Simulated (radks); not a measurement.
# Ar²⁺ in [Ne] 3s2 3p3 4p1: an all-electron calculation

One table from this session's results is given with a row withheld; the runs are named, their logs left out.

The numbers are computed with radks (a radial shooting solver on a logarithmic mesh, Libxc functionals) version 1 (non-relativistic Kohn-Sham, r2SCAN, spin-polarised, spherical densities, point nucleus; open shells are filled with parallel spins first), except any that are marked as measured or tabulated.

## What is computed

| Quantity | Value |
| --- | --- |
| element | argon (Z = 18) |
| charge | +2 |
| electrons | 16 |
| configuration | [Ne] 3s2 3p3 4p1 |

Outer shells as boxes (Hund's rule):

Ar²⁺
```
[Ne] core
3s [↑↓]
3p [↑ ][↑ ][↑ ]
4p [↑ ][  ][  ]
```

The first run:

Input:

```text
Z 18
configuration [Ne] 3s2 3p3 4p1
relativity non-relativistic
functional r2scan,r2scan
spin polarised
nucleus point
```

Launch:

```
$ python run_ks.py task.json out
```

The same process makes all the runs of this session.

One table of the session follows, with a row left open; its other results are not shown here.

It belongs to the step «Shells». From the orbitals of this run (lengths in bohr):

```
  level      <r>  outermost maximum (interpolated)  90 % within  nodes
  1s up  0.08622                            0.0566        0.154      0
1s down  0.08619                            0.0565        0.154      0
  2s up   0.4142                             0.340        0.646      1
2s down   0.4141                             0.340        0.645      1
  2p up        ?                                 ?            ?      ?
2p down   0.3760                             0.282        0.621      0
  3s up    1.296                              1.14         1.92      2
3s down    1.317                              1.14         1.96      2
  3p up    1.397                              1.20         2.11      1
3p down    1.424                              1.21         2.16      1
  4p up    3.862                              3.55         5.52      2
```

Estimate the missing values for 2p up.

The run gave: <r>: 0.3759; outermost maximum (interpolated): 0.281; 90 % within: 0.621; nodes: 0. In the column «<r>» it lies between 1s up (0.08622) and 2p down (0.3760).
